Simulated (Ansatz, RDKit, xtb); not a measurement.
# Si3PH9O: ranking a sample of isomers

Which of a sample of isomers of Si3PH9O is the most stable in the gas at 298.15 K, and what are its properties? The sample is small against all isomers, and the most stable one of this formula need not be in it.

The funnel: GFN2-xTB relaxations, single points with a density functional, relaxations at r2SCAN-D4/def2-SVP, harmonic vibrations (at GFN2-xTB), and a last energy at a higher level. All values are calculated.

## Step 1: Candidates

Isomers were taken from a list of plausible structures; this is a sample, not all of them. That gives 5 candidates.

```csv
label,SMILES,spin
c172,[SiH3]O[SiH2][P@H][SiH3],singlet
c505,[SiH3][SiH2]O[SiH2]P,singlet
c551,[SiH3]O[SiH2][SiH2]P,singlet
c725,O[SiH2][SiH2][P@H][SiH3],singlet
c789,[SiH3]O[Si@H]([SiH3])P,singlet
```

Candidates are built by distance geometry, with a force field where one applies, in up to four conformers (letters a to d).

Q: Predict the outcome of this search (final energies at CCSD(T)/def2-SVP + MP2/def2-TZVPP - MP2/def2-SVP).

| quantity | value |
| --- | --- |
| lowest structure found | [SiH3]O[SiH2][P@H][SiH3], singlet |
| next finalist | [SiH3]O[Si@H]([SiH3])P, singlet, 6.9 kcal/mol higher in G |
| share at equilibrium, among the finalists | 100.0 % |

The lowest structure found is `[SiH3]O[SiH2][P@H][SiH3]`. The margin of 6.9 kcal/mol over the next finalist is beyond the usual error of the last level; it says nothing of structures that weren't ranked. GFN2-xTB, HF/STO-3G, r2SCAN-D4/def2-SVP, r2SCAN-D4/def2-SVP, relaxed, HF/def2-SVP and MP2/def2-SVP already put its bonding pattern lowest among the structures in one piece. 6 minima inside the window were never screened. Lowest found is not proven lowest: the search is finite, and each finalist counts with one conformer. Only 5 drawn patterns were tried, so whole families of isomers are missing, and the result ranks this sample alone. The lowest isomer need not be the one that is made and kept in a bottle, which depends on barriers.
